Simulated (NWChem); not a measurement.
# One shape, several levels: [Se2]−

Wanted: a comparison of 5 runs (UHF/STO-3G, UHF/3-21G, UB3LYP/6-31G*, UBLYP/pcseg-2) of [Se2]−. 

Program for the calculation: NWChem 7.3.0.

### Step 1. The molecule

[Se2]− has 2 atoms, charge -1, and is taken as a doublet. The shape comes from GFN2-xTB, which is rough for such elements, and wasn't checked as a minimum.

Bond lengths: Se1–Se2 2.255 Å.

### Step 2. Energy and gradient at UHF/STO-3G (run 1)

File se2.nw:

```
start se2
title "Se2 gradient"
memory 2200 mb
charge -1
geometry units angstrom noautosym nocenter noautoz
 Se   -0.714290    0.870930   -0.050150
 Se    0.714290   -0.870930    0.050150
end
basis spherical bse
 Se library STO-3G
end
scf
 nopen 1
 uhf
 thresh 1e-08
 maxiter 80
end
task scf gradient
```

On the command line:

```
$ nwchem se2.nw > se2.out
```

Log:

```text
[...]
  functions       =    36
[...]
  wavefunction    = UHF
[...]
         Total SCF energy =  -4747.017711650643
      One electron energy =  -7217.592433908020
      Two electron energy =   2199.296772332369
 Nuclear repulsion energy =    271.277949925009
                       Sz =      0.5000
                 Sz(Sz+1) =      0.7500
                      S^2 =      0.7509
[...]
                         UHF ENERGY GRADIENTS
    atom               coordinates                        gradient
                 x          y          z           x          y          z
   1 Se     -1.349812   1.645819  -0.094770   -0.003814   0.004650  -0.000268
   2 Se      1.349812  -1.645819   0.094770    0.003814  -0.004650   0.000268
[...]
```

Run time: 2.9 s. Hardware: 1 thread of Intel Xeon Platinum 8488C (Sapphire Rapids), shared host; peak memory 0.1 GiB.

### Step 3. Energy and forces at UHF/3-21G (run 2)

File sp.nw:

```
start sp
title "Se2"
memory stack 880 mb heap 220 mb global 1100 mb
charge -1
geometry units angstroms noautosym nocenter noautoz
 Se      -0.714290       0.870930      -0.050150
 Se       0.714290      -0.870930       0.050150
end
basis spherical bse
 * library 3-21G
end
scf
 doublet
 uhf
 thresh 1e-08
 maxiter 80
end
task scf gradient
```

On the command line:

```
$ nwchem sp.nw > sp.out
```

Log:

```text
[...]
  functions       =    44
[...]
  wavefunction    = UHF
[...]
         Total SCF energy =  -4776.990581518571
      One electron energy =  -7222.148016594037
      Two electron energy =   2173.879485150457
 Nuclear repulsion energy =    271.277949925009
                       Sz =      0.5000
                 Sz(Sz+1) =      0.7500
                      S^2 =      0.7543
[...]
                         UHF ENERGY GRADIENTS
    atom               coordinates                        gradient
                 x          y          z           x          y          z
   1 Se     -1.349812   1.645819  -0.094770    0.032986  -0.040220   0.002316
   2 Se      1.349812  -1.645819   0.094770   -0.032986   0.040220  -0.002316
[...]
```

Run time: 3.6 s. Hardware: 1 thread of Intel Xeon Platinum 8488C (Sapphire Rapids), shared host; peak memory 0.1 GiB.

Run 3 isn't shown in full; the table further down has it.

### Step 4. Energy and gradient at UB3LYP/6-31G(d) (Cartesian functions) (run 4)

File m1.nw:

```
start m1
title "Se2 B3LYP"
memory 2200 mb
charge -1

geometry noautosym nocenter noautoz
Se   -0.714290    0.870930   -0.050150
Se    0.714290   -0.870930    0.050150
end

basis "ao basis" cartesian
* library 6-31G*
end

dft
xc b3lyp
mult 2
grid xfine
convergence energy 1e-08
maxiter 100
mulliken
end

task dft gradient
```

On the command line:

```
$ nwchem m1.nw > m1.out
```

Log:

```text
[...]
          Wavefunction type:  spin polarized.
          No. of atoms     :     2
          No. of electrons :    69
[...]
          Charge           :    -1
          Spin multiplicity:     2
[...]
          AO basis - number of functions:    70
[...]
              XC Information
              --------------
                         B3LYP Method XC Potential
                     Hartree-Fock (Exact) Exchange  0.200
                        Slater Exchange Functional  0.800 local
                    Becke 1988 Exchange Functional  0.720 non-local
              Lee-Yang-Parr Correlation Functional  0.810
                  VWN I RPA Correlation Functional  0.190 local
[...]
 d= 0,ls=0.0,diis     1  -4802.2317520676 -5.07D+03  2.57D-02  2.98D+00     4.4
[...]
 d= 0,ls=0.0,diis     8  -4802.6630856270 -1.26D-09  5.60D-07  5.34D-10    18.1
[...]
         Total DFT energy =    -4802.663085626990
      One electron energy =    -7243.386696863212
           Coulomb energy =     2343.950294451659
    Exchange-Corr. energy =     -174.504633140446
 Nuclear repulsion energy =      271.277949925009
[...]
      Total Density - Mulliken Population Analysis
     ---------------------------------------------
    Atom       Charge   Shell Charges
 -----------   ------   -------------------------------------------------------
    1 Se  34    34.50   2.00  1.99  6.00  1.93  5.98  1.57  3.06  0.43  1.45  6.99  2.96  0.14
    2 Se  34    34.50   2.00  1.99  6.00  1.93  5.98  1.57  3.06  0.43  1.45  6.99  2.96  0.14
[...]
      <S2> =      0.7521 (Exact =     0.7500)
[...]
  wavefunction    = open shell
                         DFT ENERGY GRADIENTS
    atom               coordinates                        gradient
                 x          y          z           x          y          z
   1 Se     -1.349812   1.645819  -0.094770    0.013958  -0.017019   0.000980
   2 Se      1.349812  -1.645819   0.094770   -0.013958   0.017019  -0.000980
[...]
```

Wall time 23 s (1 thread of Intel Xeon Platinum 8488C (Sapphire Rapids), shared host); peak memory 0.12 GiB.

### Step 5. Energy and forces at UBLYP/pcseg-2 (run 5)

File sp.nw:

```
start sp
title "Se2 gradient"
memory total 2200 mb
charge -1

geometry units atomic noautosym nocenter noautoz
  Se    -1.34981247     1.64581917    -0.09476977
  Se     1.34981247    -1.64581917     0.09476977
end

basis spherical bse
  * library pcseg-2
end

dft
  xc becke88 lyp
  mult 2
  grid xfine
  convergence energy 1e-08
  iterations 100
  mulliken
end

task dft gradient
```

On the command line:

```
$ nwchem sp.nw > sp.out
```

Log:

```text
[...]
          Wavefunction type:  spin polarized.
          No. of atoms     :     2
          No. of electrons :    69
[...]
          Charge           :    -1
          Spin multiplicity:     2
[...]
          AO basis - number of functions:    86
[...]
              XC Information
              --------------
                    Becke 1988 Exchange Functional  1.000
              Lee-Yang-Parr Correlation Functional  1.000
[...]
 d= 0,ls=0.0,diis     1  -4803.0086620006 -5.07D+03  1.85D-02  1.45D+00     6.3
[...]
 d= 0,ls=0.5,diis    15  -4803.3638980187 -6.30D-09  9.29D-07  1.58D-09    66.6
[...]
         Total DFT energy =    -4803.363898020948
      One electron energy =    -7245.891098647380
           Coulomb energy =     2345.901101412080
    Exchange-Corr. energy =     -174.651831806218
 Nuclear repulsion energy =      271.277931020569
[...]
      Total Density - Mulliken Population Analysis
     ---------------------------------------------
    Atom       Charge   Shell Charges
 -----------   ------   -------------------------------------------------------
    1 Se  34    34.50   2.00  2.00  1.19  0.75  0.95  1.03  6.00  5.91  1.01  2.25  1.33  9.66  0.35  0.06  0.01
    2 Se  34    34.50   2.00  2.00  1.19  0.75  0.95  1.03  6.00  5.91  1.01  2.25  1.33  9.66  0.35  0.06  0.01
[...]
      <S2> =      0.7516 (Exact =     0.7500)
[...]
  wavefunction    = open shell
                         DFT ENERGY GRADIENTS
    atom               coordinates                        gradient
                 x          y          z           x          y          z
   1 Se     -1.349812   1.645819  -0.094770    0.018610  -0.022691   0.001307
   2 Se      1.349812  -1.645819   0.094770   -0.018610   0.022691  -0.001307
[...]
```

Wall time 80 s (1 thread of Intel Xeon Platinum 8488C (Sapphire Rapids), shared host); peak memory 0.14 GiB.

### Step 6. The series

```tsv
run	level	iteration cap	module	energy (Eh)	HOMO energy (eV)	LUMO energy (eV)	⟨S²⟩	wall time
1	UHF/STO-3G	80	scf	-4747.017712	2.45	10.57	0.751	2.9 s
2	UHF/3-21G	80	scf	-4776.990582	-1.41	5.90	0.754	3.6 s
3	UB3LYP/6-31G* (spherical functions)	100	dft	-4802.647383	0.73	2.10	0.752	22 s
4	UB3LYP/6-31G* (Cartesian functions)	100	dft	-4802.663086	0.72	2.09	0.752	23 s
5	UBLYP/pcseg-2	100	dft	-4803.363898	1.47	–	0.752	80 s
```

### Step 7. Outcome

| quantity | value |
| --- | --- |
| run 5: total energy | -4803.36390 Eh |
| run 5: HOMO energy (highest over α and β) | 1.47 eV |
| run 5: ⟨S²⟩ | 0.752 |
| run 5: largest force on an atom | 1.511 eV/Å |

What this shows: Totals of different functionals can't be ranked against each other. In runs 1, 3, 4, 5 the HOMO lies above zero, so the outermost electron may be held by the basis alone. In run 1 the basis is minimal, so the values are rough. All runs together took 2.2 min, the longest 80 s.
